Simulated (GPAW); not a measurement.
Write an ASE script for GPAW 26.7.0 that does the following.

```yaml
Task: relaxation of cell and atoms
Functional: LDA
Potentials_or_basis: the program's PAW data sets (release 1.2.1) made for this functional
Cutoff: 600 eV
Basis: pw
k_mesh: 7 × 7 × 6
Occupations: fermi-dirac, width 0.05 eV
Spin: no spin polarisation
Maxiter: 150
Optimizer: BFGS
Fmax: 0.02 eV/Å
Max_steps: 60
Convergence: density=1e-05 forces=0.0001
```

SiSe:

```
CELL_PARAMETERS angstrom
3.59520 0.00000 0.00000
-1.79760 3.11353 0.00000
0.00000 0.00000 3.59873
ATOMIC_POSITIONS crystal
Si 0.66667 0.33333 0.50000
Se 0.00000 0.00000 0.00000
```

The cell was built by a generator and needn't be a form met in nature.

These files were run (other wordings do the same):

run.py

```python
from ase import Atoms
from ase.filters import FrechetCellFilter
from ase.io import write
from ase.optimize import BFGS
from gpaw import GPAW, PW

atoms = Atoms(['Si', 'Se'],
              cell=[[3.5951980377, 0.0, 0.0],
                    [-1.7975990189, 3.1135328323, 0.0],
                    [0.0, 0.0, 3.59873]],
              scaled_positions=[[0.66667, 0.33333, 0.5],
                                [0.0000033333, -0.0000033333, 0.0]],
              pbc=True)

calc = GPAW(mode=PW(600),
            xc='LDA',
            kpts={'size': (7, 7, 6), 'gamma': True},
            occupations={'name': 'fermi-dirac', 'width': 0.05},
            nbands=13,
            convergence={'density': 1e-05, 'forces': 0.0001},
            maxiter=150,
            txt='gpaw.txt')
atoms.calc = calc
opt = BFGS(FrechetCellFilter(atoms), trajectory='relax.traj', logfile='-')
done = opt.run(fmax=0.02, steps=60)
calc.write('gs.gpw')
write('result.traj', atoms)
print('Converged:', done)
print('Cell:', atoms.cell.cellpar().round(4))
print('Volume:', round(atoms.get_volume(), 4))
print(atoms.get_scaled_positions().round(5))
```

Potentials or basis: the program's PAW data sets (release 1.2.1) made for this functional, pw.

Launch:

```console
$ OMP_NUM_THREADS=1 python run.py
```

Results of the run:

* Relaxed volume: 18.73 Å³/atom
* Relaxed cell: a = 3.489 Å, b = 3.489 Å, c = 3.554 Å, α = 90.00°, β = 90.00°, γ = 120.00°
* Space group after relaxing (to 0.05 Å): P-6m2 (No. 187)
* Energy gained by relaxing: 20.3 meV/atom
* Ionic steps: 7
* Pressure after relaxing: -0.1 GPa
* Band gap on the k mesh: none (metal or under the smearing width)

Caveat: later steps reuse the first step's grids.

Run time: 79 s on 1 thread of Arm Neoverse V2 (shared host), peak memory 0.27 GiB.
